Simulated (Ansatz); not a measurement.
## BH7N2Si, SMILES NB(N)[SiH3]: a rigid torsion scan, step by step

With the Python package of Ansatz (0.2.0).

Run as a notebook:

In [1]:
```python
from dataclasses import dataclass

import ansatz as az
from ase import Atoms


@dataclass(frozen=True)
class Options:
    basis_set: str = "def2-SVP"
    xc: str = "pbe0"
    vdw: str = "d4"
    fmax: float = 0.02
```

In [2]:
```python
opts = Options()
```

In [3]:
```python
atoms = Atoms(["N", "B", "N", "Si", "H", "H", "H", "H", "H", "H", "H"], positions=[
    [-0.8381, 1.513, 0.3059],
    [-0.0769, 0.2682, 0.3098],
    [0.3543, -0.326, 1.6192],
    [0.4658, -0.5856, -1.3699],
    [-1.8189, 1.3167, -0.1279],
    [-1.0491, 1.8623, 1.2837],
    [1.4554, -0.3957, 1.5995],
    [0.0507, -1.2843, 1.6726],
    [-0.1578, 0.1939, -2.4457],
    [-0.1651, -1.9547, -1.3584],
    [1.8451, -0.6649, -1.4683],
])
```

In [4]:
```python
# relax first, so that the scan starts from a minimum
first = (
    az.Crystal.molecule_from_ase(atoms).calculation()
    .basis(gaussian=opts.basis_set)
    .functional(opts.xc, dispersion=opts.vdw)
    .relax(force_tolerance=opts.fmax, max_steps=80)
)
atoms.positions = first.run().report["positions_ang"]
```

In [5]:
```python
start = atoms.get_dihedral(0, 1, 2, 6)
energies = {}
for turn in range(0, 360, 40):
    turned = atoms.copy()
    turned.set_dihedral(0, 1, 2, 6, start + turn, indices=[2, 6, 7])
    job = (
        az.Crystal.molecule_from_ase(turned).calculation()
        .basis(gaussian=opts.basis_set)
        .functional(opts.xc, dispersion=opts.vdw)
    )
    energies[round((start + turn) % 360)] = job.run().report["free_energy_ev"]
floor = min(energies.values())
print("dihedral N0-B1-N2-H6 (deg)   E - E(min) (eV)")
for angle, e in sorted(energies.items()):
    print(f"{angle:8d} {(e - floor):14.3f}  " + "#" * int(30 * (e - floor) / max(max(energies.values()) - floor, 1e-9)))
```
```text
dihedral N0-B1-N2-H6 (deg)   E - E(min) (eV)
      21          0.082  ###
      61          0.589  ######################
     101          0.798  #############################
     141          0.296  ###########
     181          0.000
     221          0.301  ###########
     261          0.802  ##############################
     301          0.581  #####################
     341          0.080  ##
```

The lowest point is at 181° and the highest at 261°, 0.802 eV (77.4 kJ/mol) above it, with the rest of the molecule held.

The scan is rigid and the energies are electronic, in a modest basis. With rigid groups the curve can differ much from the relaxed path, the start wasn't checked as a minimum of this torsion, and equivalent turns needn't return to the same energy. Run time: 74 s on 1 thread of Arm Neoverse V1 (shared host), peak memory 0.24 GiB.
